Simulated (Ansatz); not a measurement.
# TlPd3: properties at the relaxed cell

One table from this session's results is given with a row withheld; the runs are named, their logs left out.

Computed with Ansatz 0.2.0 (DFT PBEsol, scalar-relativistic, plane waves, PAW, unless a step's input says otherwise).

1 further run of the same task is left out (set aside as unsound or not needed).

## The starting structure

It takes space group I4/mmm (No. 139, tetragonal). The conventional cell has a = 4.130 Å, b = 4.130 Å, c = 7.550 Å, α = 90.00°, β = 90.00°, γ = 90.00°. Tl (site symmetry 4/mmm) has 12 Pd at 2.80 to 2.92 Å in its first shell of neighbours. Pd (site symmetry -4m2) has 4 Tl at 2.80 Å and 8 Pd at 2.80 to 2.92 Å in its first shell of neighbours. Pd (site symmetry 4/mmm) is surrounded by 8 Pd at 2.80 Å and 4 Tl at 2.92 Å.

As a file:

```cif
data_structure
_symmetry_space_group_name_H-M 'I4/mmm'
_symmetry_Int_Tables_number 139
_cell_length_a 4.1299
_cell_length_b 4.1299
_cell_length_c 7.5497
_cell_angle_alpha 90.000
_cell_angle_beta 90.000
_cell_angle_gamma 90.000
_cell_volume 128.77
loop_
_atom_site_label
_atom_site_type_symbol
_atom_site_symmetry_multiplicity
_atom_site_Wyckoff_symbol
_atom_site_fract_x
_atom_site_fract_y
_atom_site_fract_z
_atom_site_occupancy
Tl1 Tl 2 a 0.00000 0.00000 0.00000 1
Pd1 Pd 4 d 0.00000 0.50000 0.25000 1
Pd2 Pd 2 b 0.50000 0.50000 0.00000 1
```

This cell was relaxed beforehand with the same method: volume 16.10 Å³/atom, gap on the mesh none (metal).

Set-up of the first run:

Contents of input.yaml:

```yaml
crystal:
  lattice:
    - [-2.0649725437, 2.0649725437, 3.7748726078]
    - [2.0649725437, -2.0649725437, 3.7748726078]
    - [2.0649725437, 2.0649725437, -3.7748726078]
  atoms:
    - { symbol: Tl, position: [0.0, 0.0, 0.0] }
    - { symbol: Pd, position: [0.75, 0.25, 0.5] }
    - { symbol: Pd, position: [0.25, 0.75, 0.5] }
    - { symbol: Pd, position: [0.5, 0.5, 0.0] }
basis:
  ecutwfc: 420
kpoints:
  mp_grid: { grid: [14, 14, 14] }
  band_path:
    path:
      - [[0.0, 0.0, 0.0], [0.0, 0.0, 0.5], [0.25, 0.25, 0.25], [0.0, 0.5, 0.0], [0.0, 0.0, 0.0], [0.5, 0.5, -0.5], [0.32481074, 0.67518926, -0.32481074]]
      - [[-0.32481074, 0.32481074, 0.32481074], [0.0, 0.0, 0.0]]
      - [[0.0, 0.0, 0.5], [-0.14962149, 0.14962149, 0.5]]
      - [[0.5, 0.5, -0.14962149], [0.5, 0.5, -0.5]]
    npoints: 14
hamiltonian:
  xc: pbesol
scf:
  occupations: { method: gaussian, width: 0.1 }
  n_extra_bands: 10
output:
  forces: true
  stress: true
  eigenvalues: true
  populations: true
  dos: { projected: true, de: 0.02, nscf_kmesh: { grid: [21, 21, 21] } }
  bader: true
  write_density: true
  write_potential: true
  elf: true
  volumetric_format: npy
```

The run is started by

```sh
$ ansatz run input.yaml --threads 1 --pin off --max-ram 2560MiB --backend cpu --events-out ev --progress --plain --runs-dir out
```

Steps of the session up to this table: Static run: bands, density of states and charges; Volume × 0.97; Point at V/V0 = 1.03; The cell scaled to 0.94 of its volume; The cell scaled to 1.06 of its volume.

One of the session's tables, all rows but one given; the rest of the session is left out.

It belongs to the step «Equation of state». 

```
volume (Å³/atom)  energy above the lowest point (meV/atom)  pressure (GPa)
          15.131                                      34.0           12.11
          15.614                                       7.9            5.47
          16.096                                       0.0            0.00
          16.579                                         ?               ?
          17.062                                      26.3           -8.18
```

Q: Estimate the row for volume (Å³/atom) = 16.579 from the others.

Worked estimate for «energy above the lowest point (meV/atom)». A straight line through the neighbours (16.096, 0.0) and (17.062, 26.3) gives 0.0 + (26.3 − 0.0) × (16.579 − 16.096) / (17.062 − 16.096) = 13.2; a parabola fitted to 3 rows on both sides gives 6.1.

As computed: energy above the lowest point (meV/atom): 7.0; pressure (GPa): -4.49. In «energy above the lowest point (meV/atom)» the line misses by +6.2 and the parabola by -0.9.
